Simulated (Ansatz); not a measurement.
**C₂H₃Cl₃OSi₂: vertical ionisation energy**

One table from this session's results is given with a row withheld; the runs are named, their logs left out.

Method: unrestricted cation, the program's frozen cores in correlated methods; program: Ansatz 0.2.0, Gaussian basis.

The runs, in order: UKS PBE-D4/def2-TZVPP; UKS r2SCAN-D4/def2-TZVPP; UKS PBE0-D4/def2-TZVPP; UKS B3LYP-D4/def2-TZVPP; UKS wB97X-V/def2-TZVPP; UKS wB97M-V/def2-TZVPP; UKS B2PLYP/def2-TZVPP; UHF-CCSD(T)/def2-TZVPP; UHF-MP2/def2-QZVPP; extrapolation to the limit; then −ε(HOMO) from the neutral's earlier runs with LDA (SPW92), PBE-D4, revPBE-D4, BLYP-D4, r2SCAN-D4, B97M-V, PBE0-D4, B3LYP-D4, r2SCANh-D4, r2SCAN0-D4, HSE06-D4, BHLYP-D4, CAM-B3LYP-D4, LC-ωPBE, ωB97X-V, ωB97M-V.

**The geometry**

An earlier PBE0-D4 in a triple-zeta def2 set relaxation fixed the geometry.

11 atoms, charge 0, spin multiplicity 1.

Atoms are counted from 1 here; the program's logs count them from 0.

Bond lengths: O1–Si2 1.625 Å, O1–H9 0.959 Å, Si2–Cl3 2.045 Å, Si2–C4 1.826 Å, Si2–H10 1.469 Å, C4–C5 1.214 Å, C5–Si6 1.813 Å, Si6–Cl7 2.035 Å, Si6–Cl8 2.036 Å, Si6–H11 1.472 Å. Angles: Si2–O1–H9 119.0°, O1–Si2–Cl3 111.9°, O1–Si2–C4 111.0°, O1–Si2–H10 107.1°, Cl3–Si2–C4 106.2°, Cl3–Si2–H10 109.3°, C4–Si2–H10 111.4°, Si2–C4–C5 179.1°, C4–C5–Si6 179.1°, C5–Si6–Cl7 109.0°, C5–Si6–Cl8 108.7°, C5–Si6–H11 111.3°, Cl7–Si6–Cl8 109.9°, Cl7–Si6–H11 109.0°, Cl8–Si6–H11 109.0°.

The first run:

File in.yaml:

```yaml
crystal:
  periodic: [false, false, false]
  atoms:
    - {symbol: O, position_ang: [-2.310394, 0.878859, -1.794440]}
    - {symbol: Si, position_ang: [-1.530347, -0.516532, -1.502547]}
    - {symbol: Cl, position_ang: [-0.556187, -1.206522, -3.163397]}
    - {symbol: C, position_ang: [-0.252669, -0.294871, -0.216338]}
    - {symbol: C, position_ang: [0.587436, -0.132516, 0.644222]}
    - {symbol: Si, position_ang: [1.860222, 0.091945, 1.914989]}
    - {symbol: Cl, position_ang: [0.991133, -0.026239, 3.750898]}
    - {symbol: Cl, position_ang: [2.711831, 1.924685, 1.669139]}
    - {symbol: H, position_ang: [-1.799214, 1.662502, -2.004970]}
    - {symbol: H, position_ang: [-2.541514, -1.499137, -1.089221]}
    - {symbol: H, position_ang: [2.905205, -0.939173, 1.812267]}
basis:
  gaussian: {orbitals: def2-TZVPP}
total_charge: 1
magnetization: {spin_polarized: true, initial_magnetization: 1}
hamiltonian: {xc: pbe, dispersion: d4}
```

Steps of the session up to this table: Cation, UKS PBE-D4/def2-TZVPP; Cation, UKS r2SCAN-D4/def2-TZVPP; Cation, UKS PBE0-D4/def2-TZVPP; Cation, UKS B3LYP-D4/def2-TZVPP; Cation, UKS wB97X-V/def2-TZVPP; Cation, UKS wB97M-V/def2-TZVPP; Cation, UKS B2PLYP (frozen core)/def2-TZVPP; Cation, UHF-CCSD(T)/def2-TZVPP; Cation, UHF-MP2/def2-QZVPP.

One of the session's tables, all rows but one given; the rest of the session is left out.

Orbital estimates, from the neutral's runs:

```
  functional  −ε(HOMO) (eV)
 LDA (SPW92)           7.76
      PBE-D4           7.57
   revPBE-D4           7.50
     BLYP-D4           7.38
   r2SCAN-D4           7.88
      B97M-V           7.90
     PBE0-D4           8.84
    B3LYP-D4              ?
  r2SCANh-D4           8.34
  r2SCAN0-D4           9.04
    HSE06-D4           8.44
    BHLYP-D4           9.91
CAM-B3LYP-D4          10.16
     LC-ωPBE          11.62
     ωB97X-V          11.20
     ωB97M-V          11.05
```

Q: Estimate the row for B3LYP-D4 from the others.

Worked estimate for «−ε(HOMO) (eV)». Against the share of exact exchange, BLYP-D4 (0, 7.38), BHLYP-D4 (0.5, 9.91) give a slope of 5.06 per unit share; at 0.2 the line stands at 8.39.

As computed: −ε(HOMO) (eV): 8.56. In «−ε(HOMO) (eV)» the line misses by -0.17.
